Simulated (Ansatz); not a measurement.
**CH₇AlBN: one species, many methods**

The task here is to estimate one member of a computed series from the others.

The runs use Ansatz 0.2.0, Gaussian basis; functionals in def2-TZVPP, the program's frozen cores in correlated methods.

The runs, in order: LDA (SPW92), PBE-D4, revPBE-D4, BLYP-D4, r2SCAN-D4, B97M-V, PBE0-D4, B3LYP-D4, r2SCANh-D4, r2SCAN0-D4, HSE06-D4, BHLYP-D4, CAM-B3LYP-D4, LC-ωPBE, ωB97X-V, ωB97M-V, B2PLYP, PBE-QIDH; CCSD(T)/def2-SVP; CCSD(T)/def2-TZVPP; MP2/def2-QZVPP; extrapolation to the limit; RPA on PBE.

## The relaxed structure

An earlier PBE0-D4 in a triple-zeta def2 set relaxation fixed the geometry.

SMILES `[BH2][Al]([CH3])[NH2]`, 11 atoms, charge 0, spin multiplicity 1.

Atoms are counted from 1 here; the program's logs count them from 0.

Bond lengths: B1–Al2 2.131 Å, B1–H5 1.201 Å, B1–H6 1.201 Å, Al2–C3 1.959 Å, Al2–N4 1.777 Å, C3–H7 1.094 Å, C3–H8 1.095 Å, C3–H9 1.095 Å, N4–H10 1.008 Å, N4–H11 1.007 Å. Angles: Al2–B1–H5 123.2°, Al2–B1–H6 123.2°, H5–B1–H6 113.6°, B1–Al2–C3 123.4°, B1–Al2–N4 118.9°, C3–Al2–N4 117.7°, Al2–C3–H7 112.2°, Al2–C3–H8 111.3°, Al2–C3–H9 111.4°, H7–C3–H8 107.6°, H7–C3–H9 107.6°, H8–C3–H9 106.5°, Al2–N4–H10 124.4°, Al2–N4–H11 125.8°, H10–N4–H11 109.8°.

Coordinates:

| atom | x (Å) | y (Å) | z (Å) |
| --- | --- | --- | --- |
| B1 | -0.9755 | 1.9166 | -0.2612 |
| Al2 | -0.0154 | 0.0166 | -0.1743 |
| C3 | 0.5202 | -0.8452 | 1.5016 |
| N4 | 0.3233 | -0.8447 | -1.6907 |
| H5 | -0.3740 | 2.9544 | -0.3286 |
| H6 | -2.1683 | 2.0531 | -0.2182 |
| H7 | 0.9927 | -1.8172 | 1.3341 |
| H8 | 1.2290 | -0.2246 | 2.0598 |
| H9 | -0.3395 | -1.0043 | 2.1608 |
| H10 | 0.7716 | -1.7455 | -1.7463 |
| H11 | 0.1013 | -0.5161 | -2.6163 |

The first run:

in.yaml

```yaml
crystal:
  periodic: [false, false, false]
  atoms:
    - {symbol: B, position_ang: [-0.975478, 1.916578, -0.261218]}
    - {symbol: Al, position_ang: [-0.015436, 0.016578, -0.174349]}
    - {symbol: C, position_ang: [0.520196, -0.845197, 1.501640]}
    - {symbol: N, position_ang: [0.323342, -0.844677, -1.690735]}
    - {symbol: H, position_ang: [-0.374026, 2.954351, -0.328556]}
    - {symbol: H, position_ang: [-2.168289, 2.053085, -0.218166]}
    - {symbol: H, position_ang: [0.992709, -1.817197, 1.334058]}
    - {symbol: H, position_ang: [1.228971, -0.224598, 2.059751]}
    - {symbol: H, position_ang: [-0.339545, -1.004344, 2.160770]}
    - {symbol: H, position_ang: [0.771640, -1.745530, -1.746333]}
    - {symbol: H, position_ang: [0.101316, -0.516150, -2.616262]}
basis:
  gaussian: {orbitals: def2-TZVPP}
hamiltonian: {xc: lda}
output: {orbitals: {seedname: orbitals}}
```

Command:

```
ansatz run in.yaml --threads 2 --pin off --events-out ev --progress --plain --max-ram 4352MiB
```

Among the steps run: LDA; PBE-D4 (GGA); revPBE-D4 (GGA); BLYP-D4 (GGA); r2SCAN-D4 (meta-GGA); B97M-V (meta-GGA); B3LYP-D4 (hybrid); r2SCANh-D4 (hybrid); r2SCAN0-D4 (hybrid); HSE06-D4 (hybrid); BHLYP-D4 (hybrid); CAM-B3LYP-D4 (range-separated); LC-ωPBE (range-separated); ωB97X-V (range-separated); ωB97M-V (range-separated); B2PLYP (double hybrid); PBE-QIDH (double hybrid).

One of the session's tables, all rows but one given; the rest of the session is left out.

```
  functional  HOMO (eV)  LUMO (eV)  gap (eV)
 LDA (SPW92)      -6.02      -3.44      2.58
      PBE-D4      -5.91      -3.15      2.76
   revPBE-D4      -5.84      -3.03      2.82
     BLYP-D4      -5.78      -2.96      2.82
   r2SCAN-D4      -6.15      -2.78      3.37
      B97M-V      -6.18      -2.95      3.23
     PBE0-D4      -7.10      -2.13      4.97
    B3LYP-D4      -6.91      -2.33      4.58
  r2SCANh-D4      -6.59      -2.43      4.16
  r2SCAN0-D4          ?          ?         ?
    HSE06-D4      -6.70      -2.51      4.19
    BHLYP-D4      -8.20      -1.07      7.14
CAM-B3LYP-D4      -8.45      -1.00      7.45
     LC-ωPBE      -9.81       0.21     10.01
     ωB97X-V      -9.45       0.08      9.53
     ωB97M-V      -9.25      -0.21      9.05
```

Estimate the missing values for r2SCAN0-D4.

Worked estimate for «HOMO (eV)». Against the share of exact exchange, r2SCAN-D4 (0, -6.15), r2SCANh-D4 (0.1, -6.59) give a slope of -4.40 per unit share; at 0.25 the line stands at -7.25.

**Answer.** HOMO (eV): -7.25; LUMO (eV): -1.93; gap (eV): 5.33. In «HOMO (eV)» the line misses by 0.00.
